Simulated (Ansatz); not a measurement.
**FGaH4Si: taking an electron away**

The task here is to estimate one member of a computed series from the others.

The runs use Ansatz 0.2.0, Gaussian basis; unrestricted cation, the program's frozen cores in correlated methods.

Levels to be run: UKS PBE-D4/def2-TZVPP; UKS r2SCAN-D4/def2-TZVPP; UKS PBE0-D4/def2-TZVPP; UKS B3LYP-D4/def2-TZVPP; UKS wB97X-V/def2-TZVPP; UKS wB97M-V/def2-TZVPP; UKS B2PLYP/def2-TZVPP; UHF-CCSD(T)/def2-TZVPP; UHF-MP2/def2-QZVPP; extrapolation to the limit; then −ε(HOMO) from the neutral's earlier runs with LDA (SPW92), PBE-D4, revPBE-D4, BLYP-D4, r2SCAN-D4, B97M-V, PBE0-D4, B3LYP-D4, r2SCANh-D4, r2SCAN0-D4, HSE06-D4, BHLYP-D4, CAM-B3LYP-D4, LC-ωPBE, ωB97X-V, ωB97M-V.

**The relaxed structure**

The geometry comes from an earlier relaxation with PBE0-D4 in a triple-zeta def2 set; it is a stationary point, not always the lowest conformer.

SMILES `[F][GaH][SiH3]`, 7 atoms, charge 0, spin multiplicity 1.

Atoms are counted from 1 here; the program's logs count them from 0.

Bond lengths: F1–Ga2 1.766 Å, Ga2–Si3 2.406 Å, Ga2–H4 1.565 Å, Si3–H5 1.487 Å, Si3–H6 1.487 Å, Si3–H7 1.487 Å. Angles: F1–Ga2–Si3 112.7°, F1–Ga2–H4 112.3°, Si3–Ga2–H4 135.0°, Ga2–Si3–H5 109.4°, Ga2–Si3–H6 111.2°, Ga2–Si3–H7 109.6°, H5–Si3–H6 108.8°, H5–Si3–H7 108.9°, H6–Si3–H7 108.9°.

The first run:

in.yaml

```yaml
crystal:
  periodic: [false, false, false]
  atoms:
    - {symbol: F, position_ang: [0.231595, -2.152095, 1.342184]}
    - {symbol: Ga, position_ang: [0.019067, -0.400031, 1.279280]}
    - {symbol: Si, position_ang: [-0.029741, 0.450816, -0.970787]}
    - {symbol: H, position_ang: [-0.096851, 0.235435, 2.704704]}
    - {symbol: H, position_ang: [-1.196053, -0.125695, -1.691644]}
    - {symbol: H, position_ang: [-0.144380, 1.933443, -0.982970]}
    - {symbol: H, position_ang: [1.216374, 0.058117, -1.680777]}
basis:
  gaussian: {orbitals: def2-TZVPP}
total_charge: 1
magnetization: {spin_polarized: true, initial_magnetization: 1}
hamiltonian: {xc: pbe, dispersion: d4}
```

Steps of the session up to this table: Cation, UKS PBE-D4/def2-TZVPP; Cation, UKS r2SCAN-D4/def2-TZVPP; Cation, UKS PBE0-D4/def2-TZVPP; Cation, UKS B3LYP-D4/def2-TZVPP; Cation, UKS wB97X-V/def2-TZVPP; Cation, UKS wB97M-V/def2-TZVPP; Cation, UKS B2PLYP (frozen core)/def2-TZVPP; Cation, UHF-CCSD(T)/def2-TZVPP; Cation, UHF-MP2/def2-QZVPP.

One of the session's tables, all rows but one given; the rest of the session is left out.

For comparison, −ε(HOMO) of the neutral from earlier runs:

| functional | −ε(HOMO) (eV) |
| --- | --- |
| LDA (SPW92) | ? |
| PBE-D4 | 6.86 |
| revPBE-D4 | 6.81 |
| BLYP-D4 | 6.74 |
| r2SCAN-D4 | 7.14 |
| B97M-V | 7.26 |
| PBE0-D4 | 8.03 |
| B3LYP-D4 | 7.84 |
| r2SCANh-D4 | 7.57 |
| r2SCAN0-D4 | 8.21 |
| HSE06-D4 | 7.64 |
| BHLYP-D4 | 9.09 |
| CAM-B3LYP-D4 | 9.31 |
| LC-ωPBE | 10.60 |
| ωB97X-V | 10.27 |
| ωB97M-V | 10.07 |

Estimate the missing values for LDA (SPW92).

The run gave: −ε(HOMO) (eV): 6.96. In the column «−ε(HOMO) (eV)» it lies between PBE-D4 (6.86) and r2SCAN-D4 (7.14).
